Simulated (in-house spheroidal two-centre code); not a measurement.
**Orbitals of one electron and two point charges (charges 2.5 and 3)**

Which orbitals hold the two charges together, and at what distance?

The Schrödinger equation separates in prolate spheroidal coordinates and is solved to numerical exactness by an in-house code (fixed charges, no relativity; hartree and bohr). An orbital is fixed by its nodes in ξ and η and by m, and named after its united-atom limit. The code writes a record and no log. All values are calculated.

## (1) The system

Point charges Z1 = 2.5 and Z2 = 3 at distance R, one electron. Orbitals run (a selection, each on a grid of distances scaled to its size): 1sσ, 2sσ, 2pσ, 2pπ, 3sσ, 3pσ, 3dσ, 3pπ, 3dπ, 3dδ, 4pσ, 4dσ, 4fσ, 4pπ, 4dπ, 4fπ, 4dδ, 4fδ, 4fφ, 5gσ, 5gπ.

## (2) The orbital 1sσ

File settings:

```
Z1 = 2.5
Z2 = 3.0
xi_nodes = 0
eta_nodes = 0
m = 0
```

## (3) The orbital 2sσ

File settings:

```
Z1 = 2.5
Z2 = 3.0
xi_nodes = 1
eta_nodes = 0
m = 0
```

## (4) The orbital 4fσ

File settings:

```
Z1 = 2.5
Z2 = 3.0
xi_nodes = 0
eta_nodes = 3
m = 0
```

## (5) The orbital 3sσ

File settings:

```
Z1 = 2.5
Z2 = 3.0
xi_nodes = 2
eta_nodes = 0
m = 0
```

(Steps that only read results are left out.)

What does the calculation give? Wanted: orbitals with a minimum on the grid; ground orbital.

The runs gave:

| quantity | value |
| --- | --- |
| orbitals with a minimum on the grid (the deepest) | none |
| ground orbital | no minimum |

**Reading.** One electron can't hold these charges together in the ground orbital: their repulsion wins at all distances. Of the 21 orbitals, 0 have a minimum that the grid shows; very shallow wells can escape it. With unequal charges the electron of the ground orbital ends on the larger one, and the remaining charges repel as Z1(Z2 − 1)/R with Z2 the larger.
